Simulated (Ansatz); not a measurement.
# TePd3 (Cmmm) in Ansatz: a series of runs

One crystal, TePd3, is run at these levels: PBEsol; tasks: single point.

All numbers are computed with Ansatz 0.2.0; they aren't measurements. Logs are shortened: lines on timing, memory, paths and dates and some standing lists are left out, and cuts for length are marked.

## 1. Starting point

Symmetry: Cmmm, No. 65, orthorhombic system. The conventional cell has a = 4.961 Å, b = 4.985 Å, c = 5.695 Å, α = 90.00°, β = 90.00°, γ = 90.00°. Te (site symmetry mmm) is surrounded by 10 Pd at 2.85 to 2.88 Å. Around Pd (site symmetry mm2) lie 6 Pd at 2.83 to 2.87 Å and 4 Te at 2.87 to 2.88 Å. Pd (site symmetry mmm) has 2 Te at 2.85 Å and 8 Pd at 2.85 to 2.87 Å as nearest neighbours.

The cell comes from a database or a generator and needn't be the stable form of this composition.

## 2. Single point, PBEsol, 16.55 Å³/atom (volume scaled by 0.94)

Input file input.yaml:

```yaml
crystal:
  lattice:
    - [2.4296311808, -2.4415454347, 0.0]
    - [2.4296311808, 2.4415454347, 0.0]
    - [0.0, 0.0, 5.5790696656]
  atoms:
    - { symbol: Te, position: [0.0, 0.0, 0.0] }
    - { symbol: Pd, position: [0.5, 0.5, 0.25191] }
    - { symbol: Pd, position: [0.0, 0.0, 0.5] }
    - { symbol: Pd, position: [0.5, 0.5, 0.74809] }
kpoints:
  mp_grid: { grid: [8, 8, 5] }
scf:
  occupations: { method: fermi_dirac, width: 0.05 }
hamiltonian:
  xc: pbesol
  pseudopotentials: { kind: all_electron, lapw: { basis_error: 0.001 } }
output:
  forces: true
  stress: true
  eigenvalues: true
```

Potentials or basis: all-electron LAPW, scalar-relativistic.

Started as:

```
$ ansatz run input.yaml --threads 2 --pin off --max-ram 8192MiB --backend cpu --events-out ev --progress --plain --runs-dir out
```

Output:

```text
Warning: RAYON_NUM_THREADS=2 ignored (pool sized by the plan → 2); use --threads N
LAPW: plane waves up to 8.310 Å⁻¹, error target 1.0e-3 eV per atom; small_component_spin mean_spin; Pd in spheres of 1.384 Å, 28 of its electrons in bands, Dirac shells []; Te in spheres of 1.384 Å, 24 of its electrons in bands, Dirac shells [] (how accurate: hamiltonian.pseudopotentials.lapw.basis_error, Limitations)
Engine: ansatz 0.2.0, aarch64-unknown-linux-gnu
Pseudopotentials: kind: all_electron
Pseudopotential: Te, LAPW, valence charge 24, lapw/all_electron/scalar/gaussian/Te, Koelling and Harmon's equation, gaussian nucleus
Pseudopotential: Pd, LAPW, valence charge 28, lapw/all_electron/scalar/gaussian/Pd, Koelling and Harmon's equation, gaussian nucleus
Functional definition: PBEsol
  exchange = pbesol_x
  correlation = pbesol_c
Crystal: 4 atoms, lattice volume = 66.191 Å³
Basis set: ecut = 263.1024023214751 eV, 667 PW (Γ), exchange–correlation at level 2
Bands: 65, of which v1, the nominal top of the filled ones, is band 54 counted from 1 (53 counted from 0)
Symmetry: 8 space group operations
Space group: Cmmm (ITA 65), of the structure as read, at distance tolerance 4.0e-5 Å
k-points: 63 of 320
Non-local potential: Te, projectors of the file, none
Non-local potential: Pd, projectors of the file, none
Initial density: superposition of atomic densities (chi_scale 0.1, normalization cell, long waves kept (reshape's long-wave potential 0.01 eV rms))
Initial wavefunctions: plane waves of lowest kinetic energy (no species holds an atomic orbital)
Functional: x = pbesol(κ = 0.804, μ = 0.12345679012345678), c = pbesol(β = 0.046)
iter 1 solved again at ethr=2.17e-3 eV; its pass at ethr=1.00e-1 eV (dr2=2.34e0 eV) is discarded
SCF iter   1: F=—  HF=-596531.536893 eV  |F-HF|=—  |Δ(HF+E_count)|=         —  Δρ=5.40e-2  dr2=2.35e0  ethr=2.17e-3  ⟨swp⟩=2.0  Hψ=26023  notcnv=0
preconditioner: auto → Kerker (q_TF=auto, 2.960 Å⁻¹)  [metal: Δε(μ)=0.013 eV  Ē_g=10.172 eV  σ=0.050 eV  W_gap=0.07  n_scr=36 (ndim 8)  ℏωp=27.4 eV  f_vac=0.000  D(μ)=2.83/eV (n_scr^D=20)]
SCF iter   2: F=—  HF=-596529.970299 eV  |F-HF|=—  |Δ(HF+E_count)|=    1.57e0  Δρ=2.63e-2  dr2=1.41e0  ethr=2.17e-3  ⟨swp⟩=3.0  Hψ=11861  notcnv=0
preconditioner: auto → Resta (q_TF=auto, 2.960 Å⁻¹)  ε∞=6.9  [insulator: Δε(μ)=0.122 eV  Ē_g=11.315 eV  σ=0.050 eV  W_gap=0.53  n_scr=36 (ndim 8)  ℏωp=27.4 eV  f_vac=0.000  D(μ)=0.87/eV (n_scr^D=2)  ε∞_Penn≈6.9]
SCF iter   3: F=—  HF=-596528.227276 eV  |F-HF|=—  |Δ(HF+E_count)|=    1.74e0  Δρ=1.21e-2  dr2=1.50e-1  ethr=1.31e-3  ⟨swp⟩=2.2  Hψ=11544  notcnv=0
SCF iter   4: F=—  HF=-596528.244785 eV  |F-HF|=—  |Δ(HF+E_count)|=         —  Δρ=1.12e-2  dr2=1.51e-1  ethr=1.39e-4  ⟨swp⟩=2.0  Hψ=12417  notcnv=0
the basis was enlarged: its passes take 787.7 KiB over the memory plan, 2 of 2 planned eigensolver slots
iter 5 solved again at ethr=1.37e-5 eV; its pass at ethr=1.39e-4 eV (dr2=1.48e-2 eV) is discarded
SCF iter   5: F=—  HF=-596528.175255 eV  |F-HF|=—  |Δ(HF+E_count)|=   6.95e-2  Δρ=3.71e-3  dr2=1.48e-2  ethr=1.37e-5  ⟨swp⟩=2.0  Hψ=19476  notcnv=0
SCF iter   6: F=—  HF=-596528.174580 eV  |F-HF|=—  |Δ(HF+E_count)|=   6.74e-4  Δρ=1.57e-3  dr2=1.97e-3  ethr=1.37e-5  ⟨swp⟩=2.0  Hψ=11809  notcnv=0
SCF iter   7: F=—  HF=-596528.174663 eV  |F-HF|=—  |Δ(HF+E_count)|=   8.31e-5  Δρ=4.10e-4  dr2=1.88e-4  ethr=1.82e-6  ⟨swp⟩=2.0  Hψ=11809  notcnv=0
SCF iter   8: F=—  HF=-596528.174637 eV  |F-HF|=—  |Δ(HF+E_count)|=   2.60e-5  Δρ=7.85e-5  dr2=4.71e-6  ethr=1.74e-7  ⟨swp⟩=2.0  Hψ=11809  notcnv=0
SCF iter   9: F=—  HF=-596528.174636 eV  |F-HF|=—  |Δ(HF+E_count)|=   1.19e-6  Δρ=4.62e-5  dr2=2.71e-6  ethr=4.37e-9  ⟨swp⟩=2.0  Hψ=11809  notcnv=0
SCF iter  10: F=—  HF=-596528.174635 eV  |F-HF|=—  |Δ(HF+E_count)|=   1.45e-6  Δρ=1.22e-5  dr2=1.73e-7  ethr=2.51e-9  ⟨swp⟩=2.0  Hψ=11809  notcnv=0
SCF iter  11: F=-596528.174635 eV  HF=-596528.174635 eV  |F-HF|=5.47e-8  |Δ(HF+E_count)|=   8.28e-8  Δρ=4.26e-6  dr2=1.94e-8  ethr=1.60e-10  ⟨swp⟩=2.0  Hψ=11809  notcnv=0
SCF 1 converged in 11 iterations: F = -596528.174635 eV  dr2 = 1.94e-8
SCF converged after 11 iterations
Free energy (F): -596528.174635 eV
Harris-Foulkes:  -596528.174635 eV  (|F-HF|=5.47e-8)
Internal energy: -596528.157698 eV  (E = F + TS)
E sigma→0 (E₀):  -596528.166166 eV
Entropy (-TS):   -0.016937 eV (-4.234 meV/atom)
Fermi energy:    20.872629 eV
--- Per-component energies (eV) ---
  E_band       = -10370.726636
  E_kinetic    = 624804.408929
  E_xc         = -16282.408457
  E_electrostatic = -1205050.158170  (all electrons and nuclei)
  E_smearing   = -0.016937  (= −TS)
  E_closure    = 0.000000  (closes the sum)
  E_atoms      = -596510.576460  (free atoms, spherical and without spin; not in F)
  Σ components = -596528.174635   (vs F -596528.174635, Δ=0.00e0)
  Basis errors (estimates in eV, not in F): energy 2.5e-4 per atom: plane waves 2.2e-4 (1.1e-4 summed), levels above the bands 3.9e-107, relativity 2.3e-8, radial functions 3.2e-5, core shells 4.6e-8; eigenvalues (radial functions only) 1.3e-6; not estimated: angular momenta, meshes, grids; target (lapw.basis_error) 1.0e-3; muffin-tin radii Pd 1.384 Å, Te 1.384 Å
--- Forces (eV/Å), atoms counted from 1 ---
  atom   1  Te     0.00000000     0.00000000     0.00000000
  atom   2  Pd    -0.00000000     0.00000000     0.09334788
  atom   3  Pd    -0.00000000     0.00000000     0.00000000
  atom   4  Pd     0.00000000     0.00000000    -0.09334788
  max |Σ_I F_I| component: 3.94e-30 eV/Å
--- Stress (GPa, compression-positive) ---
        0.856981      -0.000000       0.000000
       -0.000000       0.208326       0.000000
        0.000000       0.000000      -0.692970
  P = ⅓ Tr σ = 0.1241 GPa (1.241 kbar)
--- Band table (eV; the first three rows and the last of 63) ---
  k-point 0: bands = ["-303.6729", "-303.6729", "-303.6717", "-303.6717", "-303.6703", "-303.6703", "-303.6679", "-303.6679", "-303.6460", "-303.6460", "-303.2495", "-303.2358", "-303.2349", "-303.2128", "-303.1746", "-139.5429", "-89.6533", "-89.6519", "-89.6403", "-63.3692", "-63.3526", "-62.9065", "-29.2644", "-29.1477", "-29.1381", "-29.1167", "-29.1082", "-29.0777", "-28.8220", "-28.5971", "-28.5947", "-17.1167", "-17.0922", "-17.0905", "-17.0807", "-17.0804", "6.8439", "14.4181", "15.8646", "16.1464", "16.7200", "16.7336", "16.7674", "17.4935", "17.6294", "18.2929", "18.3256", "18.5603", "19.3255", "19.3985", "19.5373", "19.5439", "20.2365", "20.9956", "21.0059", "21.0102", "25.4126", "27.4619", "28.2783", "30.9512", "31.0092", "31.2421", "31.2438", "32.2052", "33.7819"]
  k-point 1: bands = ["-303.6729", "-303.6729", "-303.6717", "-303.6717", "-303.6703", "-303.6703", "-303.6679", "-303.6679", "-303.6460", "-303.6460", "-303.2495", "-303.2358", "-303.2349", "-303.2128", "-303.1746", "-139.5429", "-89.6533", "-89.6519", "-89.6403", "-63.3676", "-63.3542", "-62.9064", "-29.2465", "-29.1454", "-29.1359", "-29.1191", "-29.1106", "-29.0952", "-28.8230", "-28.5970", "-28.5946", "-17.1167", "-17.0915", "-17.0904", "-17.0807", "-17.0804", "6.9015", "13.8728", "16.0324", "16.2140", "16.8207", "16.8687", "17.0830", "17.4768", "17.5150", "18.2713", "18.3020", "18.5171", "19.0536", "19.0562", "19.3996", "19.4141", "20.2599", "21.4081", "21.6025", "21.6260", "24.9727", "27.4757", "28.1128", "29.1545", "29.1624", "31.2931", "33.1342", "33.2030", "33.8660"]
  k-point 2: bands = ["-303.6729", "-303.6729", "-303.6717", "-303.6717", "-303.6703", "-303.6703", "-303.6679", "-303.6679", "-303.6460", "-303.6460", "-303.2495", "-303.2358", "-303.2349", "-303.2128", "-303.1746", "-139.5429", "-89.6533", "-89.6519", "-89.6403", "-63.3637", "-63.3582", "-62.9064", "-29.1995", "-29.1416", "-29.1404", "-29.1309", "-29.1242", "-29.1157", "-28.8245", "-28.5969", "-28.5945", "-17.1167", "-17.0910", "-17.0897", "-17.0807", "-17.0804", "7.0002", "13.2308", "16.3434", "16.3588", "17.0381", "17.0888", "17.2135", "17.3600", "17.5533", "18.2527", "18.2771", "18.4453", "18.4493", "18.4607", "19.1866", "19.5381", "20.2961", "22.4191", "22.4609", "22.7670", "24.2151", "26.8652", "27.4979", "27.7917", "27.8037", "30.9737", "33.9026", "34.9345", "35.0739"]
  k-point 62: bands = ["-303.6729", "-303.6729", "-303.6717", "-303.6717", "-303.6703", "-303.6703", "-303.6679", "-303.6679", "-303.6460", "-303.6460", "-303.2495", "-303.2358", "-303.2349", "-303.2128", "-303.1746", "-139.5429", "-89.6535", "-89.6521", "-89.6402", "-63.3616", "-63.3567", "-62.9061", "-29.1953", "-29.1635", "-29.1543", "-29.1397", "-29.1349", "-29.1313", "-28.8280", "-28.6032", "-28.6008", "-17.1032", "-17.0867", "-17.0863", "-17.0761", "-17.0758", "9.2959", "14.2832", "14.2908", "14.5344", "16.8107", "17.4909", "17.5026", "17.6736", "17.6778", "17.9470", "18.8861", "18.9604", "19.0812", "19.1556", "19.2124", "19.7917", "21.0073", "21.0405", "21.5265", "22.5887", "22.6325", "23.2669", "25.8755", "27.6981", "30.4800", "30.7446", "30.7988", "32.4135", "32.9129"]
```

It took 53 s on 2 threads of Arm Neoverse V1, shared host; peak memory 0.8 GiB.

What came out:

```
Free energy            : -596528.1746 eV
Pressure               : 0.1 GPa
Largest force          : 0.093 eV/Å
Band gap on the k mesh : none (metal or under the smearing width)
```

## 3. Single point, PBEsol, 16.90 Å³/atom (volume scaled by 0.96)

input.yaml, as its differences from that of step 2:

```diff
@@ -2,5 +2,5 @@
   lattice:
-    - [2.4296311808, -2.4415454347, 0.0]
-    - [2.4296311808, 2.4415454347, 0.0]
-    - [0.0, 0.0, 5.5790696656]
+    - [2.4467418232, -2.4587399832, 0.0]
+    - [2.4467418232, 2.4587399832, 0.0]
+    - [0.0, 0.0, 5.6183601831]
   atoms:
```

Potentials or basis: all-electron LAPW, scalar-relativistic.

Started as:

```
$ ansatz run input.yaml --threads 2 --pin off --max-ram 8192MiB --backend cpu --events-out ev --progress --plain --runs-dir out
```

Wall time 53 s (2 threads of Arm Neoverse V1, shared host); peak memory 0.81 GiB.

Results (log left out):

- Free energy: -596528.1614 eV
- Pressure: -3.1 GPa
- Largest force: 0.082 eV/Å
- Band gap on the k mesh: none (metal or under the smearing width)

## 4. Single point, PBEsol, 17.25 Å³/atom (volume scaled by 0.98)

input.yaml, as its differences from that of step 3:

```diff
@@ -2,5 +2,5 @@
   lattice:
-    - [2.4467418232, -2.4587399832, 0.0]
-    - [2.4467418232, 2.4587399832, 0.0]
-    - [0.0, 0.0, 5.6183601831]
+    - [2.463616438, -2.4756973465, 0.0]
+    - [2.463616438, 2.4756973465, 0.0]
+    - [0.0, 0.0, 5.6571087192]
   atoms:
```

Started as:

```
$ ansatz run input.yaml --threads 2 --pin off --max-ram 8192MiB --backend cpu --events-out ev --progress --plain --runs-dir out
```

It took 56 s on 2 threads of Arm Neoverse V1, shared host; peak memory 0.8 GiB.

The run converged. Its results:

```
Free energy            : -596528.1218 eV
Pressure               : -5.9 GPa
Largest force          : 0.071 eV/Å
Band gap on the k mesh : none (metal or under the smearing width)
```

## 5. Single point, PBEsol, 17.60 Å³/atom

input.yaml, as its differences from that of step 4:

```diff
@@ -2,5 +2,5 @@
   lattice:
-    - [2.463616438, -2.4756973465, 0.0]
-    - [2.463616438, 2.4756973465, 0.0]
-    - [0.0, 0.0, 5.6571087192]
+    - [2.480263, -2.4924255387, 0.0]
+    - [2.480263, 2.4924255387, 0.0]
+    - [0.0, 0.0, 5.6953335863]
   atoms:
```

Started as:

```
$ ansatz run input.yaml --threads 2 --pin off --max-ram 8192MiB --backend cpu --events-out ev --progress --plain --runs-dir out
```

Run time: 56 s. Hardware: 2 threads of Arm Neoverse V1, shared host; peak memory 0.8 GiB.

It converged, with:

```yaml
Free_energy: -596528.0594 eV
Pressure: -8.3 GPa
Largest_force: 0.059 eV/Å
Band_gap_on_the_k_mesh: none (metal or under the smearing width)
```

## 6. Single point, PBEsol, 17.96 Å³/atom (volume scaled by 1.02)

input.yaml, as its differences from that of step 5:

```diff
@@ -2,5 +2,5 @@
   lattice:
-    - [2.480263, -2.4924255387, 0.0]
-    - [2.480263, 2.4924255387, 0.0]
-    - [0.0, 0.0, 5.6953335863]
+    - [2.4966890615, -2.5089321491, 0.0]
+    - [2.4966890615, 2.5089321491, 0.0]
+    - [0.0, 0.0, 5.7330521265]
   atoms:
```

Potentials or basis: all-electron LAPW, scalar-relativistic.

Started as:

```
$ ansatz run input.yaml --threads 2 --pin off --max-ram 8192MiB --backend cpu --events-out ev --progress --plain --runs-dir out
```

Wall time 54 s (2 threads of Arm Neoverse V1, shared host); peak memory 0.8 GiB.

The run converged. Its results:

* Free energy: -596527.9771 eV
* Pressure: -10.4 GPa
* Largest force: 0.047 eV/Å
* Band gap on the k mesh: none (metal or under the smearing width)

## 7. Single point, PBEsol, 18.31 Å³/atom (volume scaled by 1.04)

input.yaml, as its differences from that of step 6:

```diff
@@ -2,5 +2,5 @@
   lattice:
-    - [2.4966890615, -2.5089321491, 0.0]
-    - [2.4966890615, 2.5089321491, 0.0]
-    - [0.0, 0.0, 5.7330521265]
+    - [2.5129017824, -2.5252243729, 0.0]
+    - [2.5129017824, 2.5252243729, 0.0]
+    - [0.0, 0.0, 5.7702807809]
   atoms:
```

Started as:

```
$ ansatz run input.yaml --threads 2 --pin off --max-ram 8192MiB --backend cpu --events-out ev --progress --plain --runs-dir out
```

It took 54 s on 2 threads of Arm Neoverse V1, shared host; peak memory 0.81 GiB.

The run converged. Its results:

| Item | Value |
| --- | --- |
| Free energy | -596527.8774 eV |
| Pressure | -12.2 GPa |
| Largest force | 0.035 eV/Å |
| Band gap on the k mesh | none (metal or under the smearing width) |

## 8. Single point, PBEsol, 18.66 Å³/atom (volume scaled by 1.06)

input.yaml, as its differences from that of step 7:

```diff
@@ -2,5 +2,5 @@
   lattice:
-    - [2.5129017824, -2.5252243729, 0.0]
-    - [2.5129017824, 2.5252243729, 0.0]
-    - [0.0, 0.0, 5.7702807809]
+    - [2.5289079578, -2.5413090382, 0.0]
+    - [2.5289079578, 2.5413090382, 0.0]
+    - [0.0, 0.0, 5.8070351526]
   atoms:
```

Started as:

```
$ ansatz run input.yaml --threads 2 --pin off --max-ram 8192MiB --backend cpu --events-out ev --progress --plain --runs-dir out
```

It took 39 s on 2 threads of Arm Neoverse V1, shared host; peak memory 0.69 GiB.

The run converged. Its results:

```yaml
Free_energy: -596527.7628 eV
Pressure: -13.8 GPa
Largest_force: 0.022 eV/Å
Band_gap_on_the_k_mesh: none (metal or under the smearing width)
```

## 9. For comparison

An earlier run on the cell as given: functional PBEsol; potentials or basis all-electron LAPW, scalar-relativistic; cutoff 251 eV (chosen from the basis error); basis error allowed 0.001 eV/atom; k mesh 8 × 8 × 5; occupations fermi-dirac, width 0.05 eV; no spin polarisation.

- Pressure: -8.3 GPa
- Largest force: 0.059 eV/Å
- Band gap on the k mesh: none (metal or under the smearing width)
